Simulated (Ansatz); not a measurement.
# Nickel, hcp under LDA: structure, energy and stiffness

What does LDA give for nickel in the hcp structure? We relax it, solve it on a dense k-mesh, switch on spin-orbit coupling, then scale the cell to 7 volumes from 88 to 112 % of the relaxed one and try a fit of the equation of state. The start is antiferromagnetic (alternate layers). The k-meshes are 14×14×8 for the relaxation; 24×24×13 for the dense run; 15×15×8 for spin-orbit coupling; 17×17×9 for the volumes.

This is Ni in the hcp structure; at room conditions it is fcc.

Method: DFT LDA (PW92), plane waves (420 eV) with PAW, scalar-relativistic; PBE-made PAW files, in Ansatz 0.2.0.

**1. The system as given**

It takes space group P6_3/mmc (No. 194, hexagonal). The conventional cell has a = 2.492 Å, b = 2.492 Å, c = 4.069 Å, α = 90.00°, β = 90.00°, γ = 120.00°. Ni (site symmetry -6m2) has 12 Ni at 2.49 Å as nearest neighbours.

Structure file:

```cif
data_structure
_symmetry_space_group_name_H-M 'P 1'
_symmetry_Int_Tables_number 1
_cell_length_a 2.4918
_cell_length_b 2.4918
_cell_length_c 4.0690
_cell_angle_alpha 90.000
_cell_angle_beta 90.000
_cell_angle_gamma 120.000
_cell_volume 21.88
loop_
_atom_site_label
_atom_site_type_symbol
_atom_site_fract_x
_atom_site_fract_y
_atom_site_fract_z
_atom_site_occupancy
Ni1 Ni 0.33333 0.66667 0.25000 1
Ni2 Ni 0.66667 0.33333 0.75000 1
```

The atoms start with moments of +0.8, -0.8 μB.

**2. Relaxation of the cell**

The input, input.yaml:

```yaml
crystal:
  lattice:
    - [2.491755966, 0.0, 0.0]
    - [-1.245877983, 2.1579239666, 0.0]
    - [0.0, 0.0, 4.0690374925]
  atoms:
    - { symbol: Ni, position: [0.3333333333, 0.6666666667, 0.25], spin: 0.8 }
    - { symbol: Ni, position: [0.6666666667, 0.3333333333, 0.75], spin: -0.8 }
hamiltonian:
  xc: lda
  pseudopotentials:
    kind: paw
    azcp:
      Ni: "pseudopotentials/Ni.paw.azcp"
basis:
  ecutwfc: 420
  fft_grid_basis: typed
kpoints:
  mp_grid: { grid: [14, 14, 8], shift: [0, 0, 0] }
magnetization:
  spin_polarized: true
scf:
  occupations: { method: fermi_dirac, width: 0.05 }
relax:
  max_steps: 60
  f_tol: 0.01
  cell: {}
```

Further steps of the session: Dense single point; A two-component run at the same geometry; At 88 % of the relaxed volume; At 92 % of the relaxed volume; At 96 % of the relaxed volume; At 100 % of the relaxed volume; At 104 % of the relaxed volume; At 108 % of the relaxed volume; At 112 % of the relaxed volume.

**Question.** What will these runs give? Wanted: space group; conventional cell; volume; shortest distance; gap on the mesh; magnetic state; relative to fcc, ferromagnetic; magnetic state with spin-orbit coupling; V₀, B₀, B₀′.

**Answer**, as computed:

| quantity | value |
| --- | --- |
| space group (spins left aside) | P6_3/mmc (No. 194) |
| conventional cell | a = 2.417 Å, c = 3.973 Å (c/a = 1.643) |
| volume | 10.053 Å³/atom |
| shortest distance | 2.417 Å |
| gap on the mesh | none (levels filled in part) |
| magnetic state | ferromagnetic, up to 0.63 μB per atom |
| relative to fcc, ferromagnetic | +27 meV/atom |
| magnetic state with spin-orbit coupling | ferromagnetic, up to 0.63 μB per atom |
| V₀, B₀, B₀′ | 10.060 Å³/atom, 252 GPa, 4.8 |

In words: The relaxation shrank the cell by 8.1 % in volume. It lies 27 meV/atom above the element's reference form at the same level (fcc, ferromagnetic, from a run of its own). It ends ferromagnetic, with up to 0.63 μB per atom. That is not the order it started in. No gap shows: it is a metal or semimetal at this level. The spin-orbit run (on a coarser mesh) has the same spin moments. Totals with and without spin-orbit coupling (-0.30 eV/atom apart) can't be read as binding, since the two-component data shift the zero of energy. B₀ comes out at 252 GPa; letting shape and positions relax at each volume could only lower it. Relaxation kept the symmetry; phonons were not checked.
